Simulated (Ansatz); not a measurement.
**CsPH2O4: a short molecular-dynamics run**

Aim: set CsPH2O4 (a randomly packed cell, 16 atoms, not relaxed) in motion for 20 steps of 0.25 fs at constant energy, with velocities drawn for 300 K, and see how temperature, energy and positions respond.

Program: Ansatz 0.2.0. Level of theory: DFT PBE, plane waves, PAW, scalar-relativistic, no spin polarisation. These are calculated values, not measurements.

## (1) The starting structure

The cell holds 16 atoms (Cs2H4O8P2): a = 6.564 Å, b = 5.356 Å, c = 7.403 Å, α = 70.78°, β = 83.88°, γ = 75.82°.

As a file:

```xyz
16
Lattice="6.5520 0.2865 -0.2781 1.0462 5.1525 -1.0209 0.9039 3.6166 6.3955" Properties=species:S:1:pos:R:3 pbc="T T T"
O     5.4239    3.1787   -0.4581
O     2.2888    6.5550    3.1767
H     5.0227    5.4752    5.7370
H     4.1889    6.2680    4.9395
P     7.2637    4.7159   -0.9497
P     5.5381    8.3034    4.5123
O     2.5486    6.2598    4.9771
O     6.4940    3.9136    0.8271
H     4.8490    7.0006    3.1229
H     4.2915    4.2450   -0.0407
O     2.7971    3.9782   -0.6230
O     1.5740    4.6414    1.2806
O     3.5748    7.6850    3.9054
O     5.9536    1.9367    2.4474
Cs    2.3342    1.7227    1.4161
Cs    6.6943    4.8335    3.6541
```

## (2) Dynamics

The input, input.yaml:

```yaml
crystal:
  lattice:
    - [6.552019, 0.286546, -0.278107]
    - [1.04617, 5.152466, -1.020867]
    - [0.903927, 3.616574, 6.395522]
  atoms:
    - { symbol: O, position: [0.734626, 0.543076, 0.047001] }
    - { symbol: O, position: [0.130955, 0.820373, 0.633351] }
    - { symbol: H, position: [0.576741, 0.344702, 0.977136] }
    - { symbol: H, position: [0.426024, 0.573456, 0.882394] }
    - { symbol: P, position: [0.970372, 0.84162, 0.028045] }
    - { symbol: P, position: [0.57013, 0.95969, 0.883515] }
    - { symbol: O, position: [0.173758, 0.587852, 0.879606] }
    - { symbol: O, position: [0.871064, 0.533929, 0.252435] }
    - { symbol: H, position: [0.510848, 0.874028, 0.650019] }
    - { symbol: H, position: [0.524756, 0.704243, 0.128865] }
    - { symbol: O, position: [0.305496, 0.732127, 0.032737] }
    - { symbol: O, position: [0.089113, 0.676764, 0.312129] }
    - { symbol: O, position: [0.290027, 0.933346, 0.772248] }
    - { symbol: O, position: [0.845168, 0.030994, 0.424374] }
    - { symbol: Cs, position: [0.29889, 0.137755, 0.256407] }
    - { symbol: Cs, position: [0.862108, 0.416162, 0.675273] }
kpoints:
  mp_grid: { grid: [3, 3, 2] }
magnetization:
  spin_polarized: false
scf:
  occupations: { method: fermi_dirac, width: 0.1 }
hamiltonian:
  pseudopotentials: { kind: paw }
  xc: pbe
basis:
  ecutwfc: 420
md:
  timestep: 0.25
  n_steps: 20
  ensemble: nve
  temperature: 300.0
  initial_velocities: maxwell_boltzmann
  seed: 682984
```

Launch:

```console
$ ansatz run input.yaml --threads 2 --pin off --max-ram 2560MiB --backend cpu --events-out ev --progress --plain --runs-dir out
```

What it wrote, cut to the lines that bear on the results:

```text
Warning: md: disabling space-group detection — thermal motion breaks the input geometry's symmetry, so no spatial operation reduces the k-mesh or symmetrises the density; time reversal is kept, so that k and −k are solved as one point where they differ and the mesh holds both, and exact [...]
Warning: RAYON_NUM_THREADS=2 ignored (pool sized by the plan → 2); use --threads N
[...]
Pseudopotentials: kind: paw
Pseudopotential: O, paw, valence charge 6, recommended cutoff 420 eV (normal), O.paw.azcp
Pseudopotential: H, paw, valence charge 1, recommended cutoff 420 eV (normal), H.paw.azcp
Pseudopotential: P, paw, valence charge 5, recommended cutoff 420 eV (normal), P.paw.azcp
Pseudopotential: Cs, paw, valence charge 9, recommended cutoff 420 eV (normal), Cs.paw.azcp
Functional definition: PBE
[...]
Crystal: 16 atoms, lattice volume = 238.158 Å³
Basis set: ecut = 420 eV, 4649 PW (Γ), exchange–correlation on 90×72×100 points (8 copies of the dense FFT grid, shifted against one another)
Bands: 56, of which v1, the nominal top of the filled ones, is band 40 counted from 1 (39 counted from 0)
Symmetry: 1 space group operations
k-points: 10 of 18 (time reversal used)
[...]
SCF iter   1: F=—  HF=-17424.920951 eV  |F-HF|=—  |Δ(HF+E_count)|=         —  Δρ=1.76e-2  dr2=8.24e-1  ethr=1.77e-3  ⟨swp⟩=9.1  Hψ=2925  notcnv=0  defer=11
[...]
md step     0: t =     0.00 fs  T =   300.0 K  F+E_penalty+E_count = -17424.84646215 eV  E_kin = 0.581670 eV  conserved = -17424.26479215 eV  (10 SCF iters)
[...]
md step     4: t =     1.00 fs  T =   281.7 K  F+E_penalty+E_count = -17424.81094229 eV  E_kin = 0.546218 eV  conserved = -17424.26472409 eV  (7 SCF iters)
[...]
md step     5: t =     1.25 fs  T =   295.5 K  F+E_penalty+E_count = -17424.83770349 eV  E_kin = 0.573007 eV  conserved = -17424.26469671 eV  (2 SCF iters)
[...]
SCF iter   3: F=-17424.879539 eV  HF=-17424.879539 eV  |F-HF|=5.23e-9  |Δ(HF+E_count)|=   2.71e-9  Δρ=2.32e-6  dr2=7.85e-9  ethr=2.00e-11  ⟨swp⟩=4.0  Hψ=1761  notcnv=0
[...]
```

## (3) The log goes on

The log, continued, cut to the lines that bear on the results:

```text
md step     6: t =     1.50 fs  T =   317.1 K  F+E_penalty+E_count = -17424.87953904 eV  E_kin = 0.614874 eV  conserved = -17424.26466500 eV  (3 SCF iters)
[...]
md step     9: t =     2.25 fs  T =   431.6 K  F+E_penalty+E_count = -17425.10132369 eV  E_kin = 0.836781 eV  conserved = -17424.26454245 eV  (3 SCF iters)
[...]
md step    12: t =     3.00 fs  T =   628.5 K  F+E_penalty+E_count = -17425.48304449 eV  E_kin = 1.218651 eV  conserved = -17424.26439343 eV  (3 SCF iters)
[...]
md step    15: t =     3.75 fs  T =   920.1 K  F+E_penalty+E_count = -17426.04822634 eV  E_kin = 1.783931 eV  conserved = -17424.26429500 eV  (3 SCF iters)
[...]
md step    18: t =     4.50 fs  T =  1315.2 K  F+E_penalty+E_count = -17426.81460336 eV  E_kin = 2.550048 eV  conserved = -17424.26455564 eV  (2 SCF iters)
[...]
md step    20: t =     5.00 fs  T =  1630.8 K  F+E_penalty+E_count = -17427.42739658 eV  E_kin = 3.162028 eV  conserved = -17424.26536852 eV  (9 SCF iters)
SCF converged after 9 iterations
Free energy (F): -17427.427397 eV
[...]
E sigma→0 (E₀):  -17427.274780 eV
Entropy (-TS):   -0.305233 eV (-19.077 meV/atom)
Fermi energy:    3.791833 eV
[...]
--- Forces (eV/Å), atoms counted from 1 ---
  atom   1  O     -2.96736046     1.77446615    -0.54042142
  atom   2  O     -0.86758002     0.10239989     1.41225682
  atom   3  H     -1.97299528     0.68079382    -2.19532834
  atom   4  H      1.85439369    -1.58561512     1.88259109
  atom   5  P      2.29992970    -3.51437006     5.53087021
  atom   6  P     -0.46937128    -2.40586015    -0.47521877
  atom   7  O     -4.05009943    -0.29280717    -1.30578654
  atom   8  O      1.71431566     1.48109094    -3.88128444
[...]
--- MD trajectory: 20 steps, t = 0.0 → 5.0 fs ---
  final state: T = 1630.8 K   F+E_penalty+E_count = -17427.42739658 eV   E_kin = 3.162028 eV
  conserved energy: peak-to-peak 1.074e-3 eV (6.710e-5 eV/atom) over 5.0 fs
```

Wall time 75 s (2 threads of Arm Neoverse V2, shared host); peak memory 0.57 GiB.

## (4) Frames and traces

One step in 2; energies are changes from step 0; msd is the mean square displacement from the start, the centre of mass held:

```csv
time (fs),T (K),potential energy change (meV/atom),total energy change (meV/atom),msd H (Å²),msd O (Å²),msd P (Å²),msd Cs (Å²)
0.0,300,0.0,0.00,0.000,0.000,0.000,0.000
0.5,276,2.9,0.00,0.000,0.000,0.000,0.000
1.0,282,2.2,0.00,0.001,0.000,0.000,0.000
1.5,317,-2.1,0.01,0.002,0.000,0.000,0.000
2.0,385,-10.3,0.01,0.004,0.000,0.000,0.000
2.5,487,-22.7,0.02,0.008,0.000,0.000,0.000
3.0,629,-39.8,0.02,0.013,0.000,0.000,0.000
3.5,812,-62.0,0.03,0.020,0.000,0.000,0.000
4.0,1040,-89.7,0.03,0.032,0.001,0.000,0.000
4.5,1315,-123.0,0.01,0.048,0.001,0.000,0.000
5.0,1631,-161.3,-0.04,0.070,0.001,0.001,0.000
```

time (fs), T (K) and a bar:
```
      0.0        300 #
      0.2        285 
      0.5        276 
      0.8        275 
      1.0        282 
      1.2        296 
      1.5        317 #
      1.8        347 ##
      2.0        385 ##
      2.2        432 ###
      2.5        487 #####
      2.8        553 ######
      3.0        629 ########
      3.2        715 ##########
      3.5        812 ############
      3.8        920 ##############
      4.0       1040 #################
      4.2       1172 ####################
      4.5       1315 #######################
      4.8       1469 ##########################
      5.0       1631 ##############################
```

## (5) Positions and forces

Extended XYZ, with forces in eV/Å:

```xyz
16
Lattice="6.552 0.287 -0.278 1.046 5.152 -1.021 0.904 3.617 6.396" Properties=species:S:1:pos:R:3:forces:R:3 pbc="T T T" time_fs=0.8 T=275 dE=0.0477
O     5.424    3.179   -0.455   -2.643    1.136   -0.469
O     2.285    6.559    3.181   -1.157    0.039    1.065
H     5.027    5.485    5.744   -0.878    0.805   -1.517
H     4.186    6.240    4.922   -0.040   -1.220    1.693
P     7.264    4.717   -0.950    2.223   -3.240    5.410
P     5.541    8.304    4.510   -0.272   -1.585   -0.066
O     2.548    6.256    4.981   -3.583   -1.302   -1.038
O     6.492    3.915    0.829    1.731    1.417   -3.429
H     4.856    7.006    3.124    0.121    1.553    1.311
H     4.277    4.239   -0.013   -0.255   -1.323   -1.323
O     2.796    3.980   -0.624    2.583    2.258    2.794
O     1.574    4.642    1.284   -1.187    0.440   -1.969
O     3.574    7.684    3.911    2.639    1.177   -2.903
O     5.958    1.937    2.445    0.408   -0.446    0.657
Cs    2.335    1.722    1.416   -0.146    0.359    0.787
Cs    6.694    4.833    3.653    0.455   -0.069   -1.004
16
Lattice="6.552 0.287 -0.278 1.046 5.152 -1.021 0.904 3.617 6.396" Properties=species:S:1:pos:R:3:forces:R:3 pbc="T T T" time_fs=1.8 T=347 dE=-0.0905
O     5.423    3.180   -0.452   -2.718    1.198   -0.471
O     2.279    6.565    3.186   -1.126    0.054    1.071
H     5.025    5.505    5.741   -0.994    0.877   -1.680
H     4.182    6.193    4.913    0.150   -1.392    1.750
P     7.264    4.717   -0.948    2.243   -3.235    5.422
P     5.546    8.304    4.508   -0.329   -1.760   -0.185
O     2.544    6.250    4.985   -3.515   -1.234   -1.088
O     6.490    3.917    0.829    1.733    1.417   -3.458
H     4.867    7.025    3.137    0.261    1.559    1.376
H     4.256    4.220    0.013   -0.363   -1.367   -1.353
O     2.796    3.983   -0.624    2.618    2.402    2.798
O     1.574    4.642    1.287   -1.165    0.459   -1.957
O     3.573    7.683    3.917    2.437    1.192   -2.667
O     5.964    1.937    2.441    0.453   -0.456    0.659
Cs    2.335    1.722    1.415   -0.138    0.347    0.777
Cs    6.693    4.833    3.651    0.453   -0.061   -0.992
16
Lattice="6.552 0.287 -0.278 1.046 5.152 -1.021 0.904 3.617 6.396" Properties=species:S:1:pos:R:3:forces:R:3 pbc="T T T" time_fs=2.5 T=487 dE=-0.3632
O     5.422    3.182   -0.449   -2.782    1.282   -0.474
O     2.274    6.570    3.191   -1.095    0.067    1.101
H     5.017    5.526    5.728   -1.162    0.941   -1.843
H     4.179    6.148    4.917    0.412   -1.547    1.837
P     7.265    4.716   -0.946    2.261   -3.254    5.441
P     5.549    8.304    4.506   -0.376   -1.905   -0.292
O     2.541    6.245    4.987   -3.519   -1.124   -1.135
O     6.489    3.919    0.828    1.736    1.422   -3.509
H     4.876    7.050    3.155    0.361    1.573    1.441
H     4.238    4.197    0.024   -0.433   -1.405   -1.356
O     2.797    3.986   -0.622    2.640    2.482    2.777
O     1.574    4.643    1.289   -1.138    0.481   -1.948
O     3.574    7.683    3.920    2.278    1.179   -2.486
O     5.968    1.937    2.439    0.497   -0.468    0.664
Cs    2.336    1.722    1.415   -0.125    0.328    0.764
Cs    6.692    4.833    3.650    0.446   -0.053   -0.981
16
Lattice="6.552 0.287 -0.278 1.046 5.152 -1.021 0.904 3.617 6.396" Properties=species:S:1:pos:R:3:forces:R:3 pbc="T T T" time_fs=3.2 T=715 dE=-0.8034
O     5.419    3.184   -0.447   -2.847    1.401   -0.479
O     2.269    6.574    3.196   -1.051    0.080    1.158
H     5.003    5.551    5.706   -1.411    0.988   -2.035
H     4.179    6.095    4.931    0.799   -1.695    1.946
P     7.266    4.715   -0.943    2.278   -3.298    5.467
P     5.552    8.304    4.504   -0.421   -2.062   -0.395
O     2.536    6.240    4.990   -3.591   -0.952   -1.187
O     6.489    3.921    0.825    1.736    1.431   -3.587
H     4.888    7.083    3.181    0.467    1.580    1.504
H     4.218    4.167    0.027   -0.492   -1.439   -1.348
O     2.799    3.990   -0.620    2.656    2.531    2.734
O     1.573    4.643    1.290   -1.101    0.513   -1.938
O     3.576    7.683    3.923    2.102    1.148   -2.293
O     5.973    1.936    2.437    0.549   -0.486    0.671
Cs    2.336    1.721    1.414   -0.106    0.301    0.748
Cs    6.692    4.833    3.649    0.433   -0.042   -0.966
16
Lattice="6.552 0.287 -0.278 1.046 5.152 -1.021 0.904 3.617 6.396" Properties=species:S:1:pos:R:3:forces:R:3 pbc="T T T" time_fs=4.2 T=1172 dE=-1.6903
O     5.414    3.187   -0.444   -2.923    1.608   -0.501
O     2.261    6.580    3.203   -0.961    0.095    1.284
H     4.972    5.593    5.658   -1.823    0.937   -2.260
H     4.186    6.011    4.966    1.474   -1.774    2.046
P     7.268    4.712   -0.938    2.296   -3.404    5.505
P     5.556    8.302    4.501   -0.466   -2.276   -0.486
O     2.527    6.233    4.992   -3.812   -0.614   -1.255
O     6.490    3.925    0.820    1.727    1.454   -3.739
H     4.907    7.140    3.228    0.636    1.537    1.548
H     4.187    4.114    0.021   -0.550   -1.464   -1.323
O     2.803    3.997   -0.615    2.666    2.528    2.639
O     1.571    4.645    1.290   -1.035    0.567   -1.921
O     3.579    7.684    3.925    1.818    1.092   -2.006
O     5.979    1.936    2.434    0.626   -0.519    0.685
Cs    2.337    1.721    1.414   -0.075    0.257    0.725
Cs    6.691    4.833    3.647    0.403   -0.024   -0.938
16
Lattice="6.552 0.287 -0.278 1.046 5.152 -1.021 0.904 3.617 6.396" Properties=species:S:1:pos:R:3:forces:R:3 pbc="T T T" time_fs=5.0 T=1631 dE=-2.5809
O     5.409    3.190   -0.442   -2.967    1.774   -0.540
O     2.255    6.585    3.209   -0.868    0.102    1.412
H     4.938    5.631    5.608   -1.973    0.681   -2.195
H     4.201    5.937    5.005    1.854   -1.586    1.883
P     7.270    4.710   -0.932    2.300   -3.514    5.531
P     5.559    8.301    4.498   -0.469   -2.406   -0.475
O     2.519    6.227    4.994   -4.050   -0.293   -1.306
O     6.491    3.929    0.815    1.714    1.481   -3.881
H     4.925    7.193    3.274    0.792    1.416    1.501
H     4.160    4.066    0.007   -0.576   -1.446   -1.289
O     2.807    4.003   -0.611    2.668    2.457    2.537
O     1.569    4.646    1.289   -0.979    0.611   -1.908
O     3.582    7.685    3.926    1.549    1.059   -1.767
O     5.985    1.935    2.432    0.684   -0.548    0.697
Cs    2.338    1.721    1.414   -0.048    0.220    0.710
Cs    6.690    4.833    3.645    0.370   -0.009   -0.908
```

## (6) Outcome

| quantity | value |
| --- | --- |
| length | 20 steps of 0.25 fs |
| temperature, first and last step | 300 and 1631 K |
| temperature, second half | mean 977 K, from 487 to 1631 K |
| potential energy, second half | -82 meV/atom from the start |
| largest change of the total energy | 0.04 meV/atom |
| mean square displacement, second half | H 0.031, O 0.001, P 0.000, Cs 0.000 Å² |

**Reading.** The temperature starts at 300 K and averages 977 K in the second half, where it still rises, from 487 to 1631 K; the start was no minimum (force components up to 5.4 eV/Å), and the potential energy that it sheds (82 meV/atom) turns into motion. The total energy strays from its start by at most 0.04 meV/atom, under 0.1 % of the mean kinetic energy, which is good for a step of 0.25 fs. Over the second half H atoms stand 0.2 Å (root mean square) from where they began, and the farthest move is 0.3 Å. A run of 5 fs with 16 atoms shows the motion but fixes no equilibrium value. The nuclei move classically, without zero-point motion, which matters most for hydrogen. The k-mesh is coarse.
